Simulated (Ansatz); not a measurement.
# C2H6SeSi: the cost of one run

Computed with the Python package of Ansatz 0.2.0. Level of theory: MP2/def2-SVPD.

## 1. Starting point

Bond lengths: C1–Si2 1.796 Å, Si2–C3 1.834 Å, C1–Se4 2.006 Å, C3–Se4 1.923 Å, C1–H5 1.132 Å, C1–H6 1.166 Å, Si2–H7 1.476 Å, Si2–H8 1.435 Å, C3–H9 1.166 Å, C3–H10 1.131 Å. Angles (14 of 19 angles, heavy atoms first): C1–Si2–C3 83.7°, Si2–C1–Se4 99.2°, Si2–C3–Se4 101.0°, C1–Se4–C3 76.1°, C1–Si2–H7 111.9°, C1–Si2–H8 113.9°, C3–Si2–H7 111.6°, C3–Si2–H8 111.2°, Si2–C1–H5 115.1°, Si2–C1–H6 113.1°, Se4–C1–H5 110.8°, Se4–C1–H6 109.8°, Si2–C3–H9 113.1°, Si2–C3–H10 112.5°.

No structure file is read: the coordinates are typed or built in the script.

## 2. The code

Input file field_c2h6sesi.py:

```python
"""Response of C2H6SeSi to a pair of distant point charges."""

from dataclasses import dataclass
import warnings

import ansatz
import numpy as np


@dataclass(frozen=True)
class Options:
    basis_set: str = "def2-SVPD"
    level: str = "MP2"


cfg = Options()

GEOMETRY = """
C    -0.85900    0.45060   -0.81590
Si   -0.21630   -0.92690    0.14160
C     1.03880    0.29680    0.67930
Se    0.47930    1.85320   -0.30080
H    -0.86590    0.29400   -1.93680
H    -1.92620    0.78180   -0.48240
H     0.37410   -1.96930   -0.72020
H    -1.06000   -1.31920    1.23430
H     1.03090    0.48420    1.83040
H     2.08730    0.00360    0.37360
"""

warnings.simplefilter("ignore", ansatz.DeckWarning)

system = ansatz.Crystal.molecule()
for line in GEOMETRY.strip().splitlines():
    symbol, *xyz = line.split()
    system = system.atom(symbol, [float(v) for v in xyz])

calc = (
    system.calculation()
    .basis(gaussian=cfg.basis_set)  # the orbital basis, by name
    .correlation(cfg.level)
    .forces()  # eV per angstrom
)
# charges +q and -q at -R and +R make a nearly even field 2 k q / R^2 at the centre
centre = np.mean([site.position_ang for site in system.cartesian_sites], axis=0)
field = 2 * 14.399645 * 4.0 / 30.0 ** 2


def dipole(axis, sign):
    arm = 30.0 * np.eye(3)[axis]
    pair = [{"charge": sign * 4.0, "position_ang": (centre - arm).tolist()}, {"charge": -sign * 4.0, "position_ang": (centre + arm).tolist()}]
    deck = calc.input().set(ansatz.key.basis.gaussian.point_charges, pair)
    return np.array(ansatz.Session.from_dict(deck).plan().execute().report["charge_distribution"]["dipole_moment_e_ang"])


print(f"field {field:.4f} V/A")
alpha = np.array([(dipole(axis, 1) - dipole(axis, -1)) / (2 * field) * 14.399645 for axis in range(3)])
print("polarisability tensor (A^3)")
print(np.array2string(alpha, precision=3, suppress_small=True))
print(f"mean {np.trace(alpha) / 3:.3f} A^3 = {np.trace(alpha) / 3 / 0.14818471:.2f} bohr^3")
```

## 3. The input behind the calls

The package turns the script's settings into the engine's input (first run):

```yaml
crystal:
  periodic: [false, false, false]
  atoms:
    - { symbol: C, position_ang: [-0.859, 0.4506, -0.8159] }
    - { symbol: Si, position_ang: [-0.2163, -0.9269, 0.1416] }
    - { symbol: C, position_ang: [1.0388, 0.2968, 0.6793] }
    - { symbol: Se, position_ang: [0.4793, 1.8532, -0.3008] }
    - { symbol: H, position_ang: [-0.8659, 0.294, -1.9368] }
    - { symbol: H, position_ang: [-1.9262, 0.7818, -0.4824] }
    - { symbol: H, position_ang: [0.3741, -1.9693, -0.7202] }
    - { symbol: H, position_ang: [-1.06, -1.3192, 1.2343] }
    - { symbol: H, position_ang: [1.0309, 0.4842, 1.8304] }
    - { symbol: H, position_ang: [2.0873, 0.0036, 0.3736] }
basis:
  gaussian:
    orbitals: def2-SVPD
    point_charges:
      - { charge: 4.0, position_ang: [-29.9917, -0.005119999999999968, 0.00031000000000001583] }
      - { charge: -4.0, position_ang: [30.0083, -0.005119999999999968, 0.00031000000000001583] }
correlation:
  method: mp2
output:
  forces: true
```

## 4. The run

On the command line:

```
$ python field_c2h6sesi.py
```

**Question.** How long does this script take on 1 thread of Arm Neoverse V2, shared host, and how much memory does it need?

About 75 s, with a peak of 0.6 GiB.
